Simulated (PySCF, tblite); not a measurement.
# C6H4Cl2F radical: geometry, infrared bands and EPR parameters

Aim: predict the infrared bands and EPR parameters of C6H4Cl2F radical (`C[C]1C=C(Cl)C(Cl)=C1F`).

Programs: tblite 0.8.0 and PySCF 2.14.0, with density-fitted response routines of our own. Each step states its level of theory. These are calculated values for one molecule in the gas phase, unless marked as measured. Atoms count from 0, in the outputs and in this text.

**1. The molecule as given**

13 atoms, charge 0, multiplicity 2; geometry from: force field or distance geometry start.

Bonds of the start (Å): C0–C1 1.47, C1–C2 1.46, C2–C3 1.35, C3–Cl4 1.70, C3–C5 1.45, C5–Cl6 1.70, C5–C7 1.33, C7–F8 1.33, C7–C1 1.43, C0–H9 1.10, C0–H10 1.10, C0–H11 1.10, C2–H12 1.07.

**2. Optimising the geometry with GFN2-xTB**

Job settings and geometry (Å):

```
{"job": {"kind": "relax", "xc": "GFN2-xTB", "basis": "xTB"}, "charge": 0, "multiplicity": 2}
C     -1.723000    -0.938000     0.329300
C     -0.444900    -0.244400     0.117400
C      0.880800    -0.837800     0.293500
C      1.747600     0.129900    -0.073100
Cl     3.436400    -0.054800    -0.047100
C      1.031700     1.327800    -0.467100
Cl     1.760000     2.772100    -0.994700
C     -0.269300     1.101700    -0.345300
F     -1.277100     1.932300    -0.620700
H     -1.632500    -1.777000     1.028200
H     -2.481400    -0.252600     0.743700
H     -2.116100    -1.325400    -0.618500
H      1.083200    -1.833200     0.636700
```

Launch:

```sh
$ OMP_NUM_THREADS=1 python probes_run.py task.json out
```

The driver reads the jobs from task.json and runs them one after another.

The log of the run:

```text
step      E/eV     max force
  0    -779.73992    2.466
  1    -779.85469    1.455
  2    -779.88336    0.418
  3    -779.89381    0.308
  4    -779.89937    0.212
  5    -779.90235    0.125
  6    -779.90407    0.107
  7    -779.90532    0.112
  8    -779.90638    0.084
  9    -779.90737    0.076
 10    -779.90804    0.071
 11    -779.90840    0.047
 12    -779.90866    0.059
 13    -779.90894    0.056
 14    -779.90916    0.038
 15    -779.90926    0.021
 16    -779.90930    0.018
 17    -779.90934    0.018
 18    -779.90938    0.018
 19    -779.90941    0.018
 20    -779.90944    0.012
 21    -779.90946    0.012
 22    -779.90949    0.019
 23    -779.90954    0.020
 24    -779.90959    0.018
 25    -779.90962    0.011
 26    -779.90964    0.009
```

Run time: 0.22 s. Hardware: 1 thread of Arm Neoverse V1, shared host.

The steps of the relaxation:

| step | energy from step 0 (eV) | largest force (eV/Å) |
| --- | --- | --- |
| 0 | 0.0000 | 2.4656 |
| 1 | -0.1148 | 1.4551 |
| 2 | -0.1434 | 0.4182 |
| 3 | -0.1539 | 0.3082 |
| 4 | -0.1594 | 0.2122 |
| 5 | -0.1624 | 0.1249 |
| 6 | -0.1642 | 0.1073 |
| 7 | -0.1654 | 0.1116 |
| 8 | -0.1665 | 0.0842 |
| 9 | -0.1675 | 0.0756 |
| 10 | -0.1681 | 0.0707 |
| 11 | -0.1685 | 0.0466 |
| 12 | -0.1687 | 0.0590 |
| 13 | -0.1690 | 0.0560 |
| 14 | -0.1692 | 0.0381 |
| 15 | -0.1693 | 0.0206 |
| 16 | -0.1694 | 0.0185 |
| 17 | -0.1694 | 0.0177 |
| 18 | -0.1695 | 0.0175 |
| 19 | -0.1695 | 0.0177 |
| 20 | -0.1695 | 0.0121 |
| 21 | -0.1695 | 0.0122 |
| 22 | -0.1696 | 0.0189 |
| 23 | -0.1696 | 0.0201 |
| 24 | -0.1697 | 0.0177 |
| 25 | -0.1697 | 0.0112 |
| 26 | -0.1697 | 0.0095 |

Distances of close pairs at the start and the end, largest changes first:

| bond | before (Å) | after (Å) | change (Å) |
| --- | --- | --- | --- |
| C1–C2 | 1.463 | 1.403 | -0.060 |
| C5–C7 | 1.326 | 1.366 | +0.040 |
| C2–C3 | 1.350 | 1.381 | +0.031 |
| C3–Cl4 | 1.699 | 1.684 | -0.015 |
| C0–H10 | 1.103 | 1.089 | -0.014 |
| C0–H9 | 1.096 | 1.087 | -0.009 |
| C7–F8 | 1.335 | 1.342 | +0.007 |
| C0–C1 | 1.470 | 1.477 | +0.007 |

The next job starts from the end point, and lists it.

**3. Infrared spectrum with GFN2-xTB**

Job settings and geometry (Å):

```
{"job": {"kind": "ir", "xc": "GFN2-xTB", "basis": "xTB"}, "charge": 0, "multiplicity": 2}
C     -1.742024    -0.941113     0.344046
C     -0.439855    -0.282173     0.118134
C      0.841590    -0.828852     0.284444
C      1.766268     0.133971    -0.068813
Cl     3.445033     0.007185    -0.058569
C      1.058105     1.340879    -0.473291
Cl     1.818292     2.773181    -0.982845
C     -0.272523     1.059146    -0.350035
F     -1.297692     1.884919    -0.610976
H     -1.639664    -1.782167     1.024812
H     -2.467726    -0.229042     0.733958
H     -2.136458    -1.314923    -0.604122
H      1.062266    -1.820522     0.625530
```

The log of the run:

```text
mode    cm-1     km/mol
  1      35.7      0.62
  2     104.4      1.79
  3     141.3      0.62
  4     141.6      0.17
  5     215.9      0.98
  6     226.3      1.67
  7     272.8      0.92
  8     342.9      3.51
  9     349.4      1.18
 10     462.6      0.74
 11     519.6      3.46
 12     549.0      2.52
 13     565.7      0.15
 14     629.3      5.27
 15     779.6     14.08
 16     826.3     34.61
 17     885.4    126.30
 18     957.8     17.05
 19     991.6     17.01
 20    1066.2    115.72
 21    1114.7     24.35
 22    1159.2     39.88
 23    1278.0     47.71
 24    1381.6     25.92
 25    1424.7     34.07
 26    1432.3    145.06
 27    1449.5     48.48
 28    1473.6    107.49
 29    1569.8     67.75
 30    2964.9      2.92
 31    3023.8      1.81
 32    3047.3     11.72
 33    3172.5      2.73
```

Run time: 0.55 s. Hardware: 1 thread of Arm Neoverse V1, shared host.

The strongest bands and the atoms that carry them (share of the mass-weighted mode):

| cm⁻¹ | km/mol | atoms |
| --- | --- | --- |
| 885 | 126.3 | C2 27 %, C7 19 %, C1 16 %, C3 14 % |
| 1066 | 115.7 | H9 26 %, C5 16 %, C0 14 %, H10 12 % |
| 1159 | 39.9 | C7 42 %, C5 27 %, F8 12 % |
| 1278 | 47.7 | C3 44 %, C5 28 %, H12 11 % |
| 1432 | 145.1 | H10 35 %, H9 31 %, C1 17 % |
| 1450 | 48.5 | H11 33 %, H9 25 %, H10 14 % |
| 1474 | 107.5 | C1 42 %, H10 15 %, C0 11 % |
| 1570 | 67.8 | C7 55 %, C5 36 % |

**4. EPR parameters: B3LYP/pcH-1**

The job, as its differences from that of step 3:

```diff
@@ -1,2 +1,2 @@
-{"job": {"kind": "ir", "xc": "GFN2-xTB", "basis": "xTB"}, "charge": 0, "multiplicity": 2}
+{"job": {"kind": "epr", "basis": "pcH-1"}, "charge": 0, "multiplicity": 2}
 C     -1.742024    -0.941113     0.344046
```

Method: UKS B3LYP, pcH-1 on C Cl F H, non-relativistic, mean-field spin-orbit, GIAO.

The log of the run:

```text
UKS, coarse grid
  cycle   1  E = -1251.17111487  |g| = 4.25e-01
  cycle   2  E = -1251.10165840  |g| = 5.89e-01
  cycle   3  E = -1251.22828947  |g| = 1.15e-01
  cycle   4  E = -1251.23252671  |g| = 6.35e-02
  cycle   5  E = -1251.23442432  |g| = 1.76e-02
  cycle   6  E = -1251.23458732  |g| = 5.39e-03
  cycle   7  E = -1251.23461212  |g| = 3.15e-03
  cycle   8  E = -1251.23462138  |g| = 1.33e-03
  cycle   9  E = -1251.23462330  |g| = 6.88e-04
UKS, final grid
  cycle   1  E = -1251.23467757  |g| = 1.00e-03
  cycle   2  E = -1251.23467697  |g| = 1.56e-03
  cycle   3  E = -1251.23467805  |g| = 1.62e-04
  cycle   4  E = -1251.23467807  |g| = 7.42e-05
  cycle   5  E = -1251.23467808  |g| = 5.63e-05
  cycle   6  E = -1251.23467809  |g| = 3.33e-05
  cycle   7  E = -1251.23467810  |g| = 2.02e-05
E = -1251.23467810 Eh   <S^2> = 0.7646 (exact 0.7500)
g shifts (ppm)      1          2          3
  rmc          -180       -180       -180
  gc             -1         32         44
  oz_so        -367       4885       5194
  total        -547       4737       5059
hyperfine (MHz)  atom isotope    a_iso     a_fc   dipolar eigenvalues
    0   13C     -17.07     -17.05     -2.01      0.20      1.80
    1   13C      39.35      39.50    -40.88    -39.33     80.21
    2   13C     -34.46     -34.48    -21.03     10.37     10.66
    3   13C      44.19      43.92    -40.93    -39.07     80.00
    4  35Cl       4.51       4.46    -22.25    -16.61     38.86
    5   13C      -7.88      -7.93    -10.13     -8.43     18.56
    6  35Cl       1.16       1.12     -6.46     -5.39     11.84
    7   13C     -13.07     -13.12     -8.35     -6.78     15.13
    8   19F      15.38      15.34    -39.43    -37.38     76.81
    9    1H      13.26      13.27     -2.62     -2.22      4.84
   10    1H      32.45      32.45     -3.16     -2.09      5.25
   11    1H      87.71      87.71     -3.68     -1.77      5.45
   12    1H       7.59       7.58     -3.97      0.31      3.67
```

Wall time 2.2 min (1 thread of Arm Neoverse V1, shared host); peak memory 0.98 GiB.

Principal g values 2.00177, 2.00706, 2.00738; g(iso) = 2.00540, against 2.00232 for a free electron.

Mean a(iso) over the nuclei that a row names, and the largest dipolar term of the row (other rows stand at the frozen geometry):

| nuclei | isotope | a(iso) (MHz) | a(iso) (G, at g = 2.0023) | largest dipolar term (MHz) |
| --- | --- | --- | --- | --- |
| H9, H10, H11 | 1H | 44.5 | 15.9 | 5.5 |
| C3 | 13C | 44.2 | 15.8 | 80.0 |
| C1 | 13C | 39.3 | 14.0 | 80.2 |
| C2 | 13C | -34.5 | -12.3 | -21.0 |
| C0 | 13C | -17.1 | -6.1 | -2.0 |
| F8 | 19F | 15.4 | 5.5 | 76.8 |
| C7 | 13C | -13.1 | -4.7 | 15.1 |
| C5 | 13C | -7.9 | -2.8 | 18.6 |
| H12 | 1H | 7.6 | 2.7 | -4.0 |
| Cl4 | 35Cl | 4.5 | 1.6 | 38.9 |
| Cl6 | 35Cl | 1.2 | 0.4 | 11.8 |

Mulliken spin populations:

C0 -0.04; C1 0.48; C2 -0.18; C3 0.44; Cl4 0.08; C5 0.07; Cl6 0.02; C7 0.06; F8 0.01; H9 0.01; H10 0.01; H11 0.03; H12 0.01

In first order the couplings over 0.8 MHz of 1H, 19F, 35Cl give 256 distinct lines over 61.9 G, if the averaged nuclei exchange fast; the same motion can average rows kept apart here too.

Orbitals, density, ELF and potential are computed afterwards from the orbital file.

ELF in a plane through or near 10 of the atoms.

Values, 10 rows by 14 columns:
```
0.00 0.00 0.00 0.00 0.00 0.00 0.00 0.00 0.00 0.00 0.00 0.00 0.00 0.00
0.00 0.00 0.00 0.06 0.05 0.00 0.01 0.04 0.00 0.00 0.00 0.00 0.00 0.00
0.00 0.01 0.23 0.79 0.75 0.01 0.63 0.81 0.45 0.02 0.00 0.00 0.00 0.00
0.00 0.17 0.74 0.69 0.73 0.09 0.33 0.75 0.46 0.01 0.33 0.02 0.00 0.00
0.00 0.16 0.71 0.76 0.63 0.37 0.52 0.91 0.37 0.65 0.81 0.10 0.00 0.00
0.00 0.02 0.15 0.22 0.53 0.54 0.22 0.36 0.83 0.12 0.62 0.08 0.00 0.00
0.00 0.30 0.87 0.27 0.84 0.68 0.26 0.50 0.04 0.74 0.99 0.39 0.00 0.00
0.00 0.07 0.54 0.80 0.84 0.02 0.88 1.00 0.29 0.01 0.26 0.01 0.00 0.00
0.00 0.00 0.07 0.42 0.39 0.00 0.23 0.80 0.06 0.00 0.00 0.00 0.00 0.00
0.00 0.00 0.00 0.00 0.00 0.00 0.00 0.00 0.00 0.00 0.00 0.00 0.00 0.00
```
The map spans 11.3 Å across and 9.9 Å up, centred on the molecule. Atoms in the plane (x, y in Å): C0 (2.0, 0.0), C1 (0.5, -0.1), C2 (-0.3, -1.2), C3 (-1.6, -0.7), Cl4 (-3.0, -1.6), C5 (-1.6, 0.7), Cl6 (-3.0, 1.7), C7 (-0.3, 1.1), F8 (0.2, 2.4), H12 (0.0, -2.2).

log10 of the density (e/Å³) in the same plane.

Values, 10 rows by 14 columns:
```
-4.0 -3.9 -3.9 -4.0 -4.0 -4.0 -4.0 -4.0 -4.0 -4.0 -4.0 -4.0 -4.0 -4.0
-4.0 -3.8 -3.0 -2.4 -2.6 -3.3 -2.6 -2.1 -2.8 -4.0 -4.0 -4.0 -4.0 -4.0
-4.0 -2.5 -1.5 -0.7 -1.0 -1.7 -0.7  0.4 -0.9 -2.3 -3.6 -4.0 -4.0 -4.0
-3.3 -1.7 -0.4  1.5  0.1 -0.8 -0.2  0.6 -0.7 -1.7 -1.9 -2.7 -3.7 -4.0
-3.6 -1.9 -0.9 -0.2  0.0  1.0  0.2  0.3 -0.4 -0.2 -0.4 -1.7 -2.9 -4.0
-3.8 -2.2 -1.4 -0.9 -0.2  0.2 -0.3  0.3  0.2  0.4 -0.1 -1.6 -2.8 -4.0
-3.3 -1.6 -0.4  1.1  0.2  0.1  0.4  0.1 -1.1 -0.7 -0.6 -1.9 -3.1 -4.0
-3.5 -2.0 -0.8  0.1 -0.3 -1.3 -0.6  0.0 -1.6 -2.2 -2.3 -3.0 -4.0 -4.0
-3.7 -3.0 -2.1 -1.5 -1.7 -2.4 -2.1 -1.8 -2.7 -3.5 -4.0 -4.0 -4.0 -4.0
-4.0 -4.0 -3.9 -3.4 -3.6 -4.0 -3.9 -3.8 -4.0 -4.0 -4.0 -4.0 -4.0 -4.0
```
The map spans 11.3 Å across and 9.9 Å up, centred on the molecule. Atoms in the plane (x, y in Å): C0 (2.0, 0.0), C1 (0.5, -0.1), C2 (-0.3, -1.2), C3 (-1.6, -0.7), Cl4 (-3.0, -1.6), C5 (-1.6, 0.7), Cl6 (-3.0, 1.7), C7 (-0.3, 1.1), F8 (0.2, 2.4), H12 (0.0, -2.2).

On the surface of density 0.002 e/bohr³ the electrostatic potential runs, from the 1st to the 99th percentile, from -0.66 V near F8 to 1.09 V near H12.

The spin density lies nearest to C1, C3 about 29 % each; Cl4 9 %; C2 8 % (beta excess); C5, C7 about 7 % each.

**5. What came out**

```
                                                                  quantity                         value
                                 strongest single infrared mode (GFN2-xTB)         1432 cm⁻¹, 145 km/mol
                                              zero-point energy (GFN2-xTB)                 49.4 kcal/mol
                                                            g(iso) (B3LYP)                       2.00540
                                                                      ⟨S²⟩            0.765 (exact 0.75)
                                        largest a(iso) (averaged by class)  1H on H9, H10, H11, 44.5 MHz
potential on the surface of density 0.002 e/bohr³, 1st and 99th percentile            -0.66 V and 1.09 V
```

Relaxing lowered the energy by 0.170 eV in 26 steps; the close pair that moved most is C1–C2, from 1.463 to 1.403 Å. No mode is imaginary among the 33: a minimum at this level. The strongest single mode, at 1432 cm⁻¹, is carried by H10, H9, C1. Unscaled tight-binding wavenumbers are off by several per cent, some by more. Its intensities can rank the bands wrongly. The largest spin populations lie on C1 (0.48 e), C3 (0.44 e). The isotropic g lies 3.1 ppt above the free-electron value. The conformer search found further structures of the same energy, which may be mirror or relabelled copies of this one.
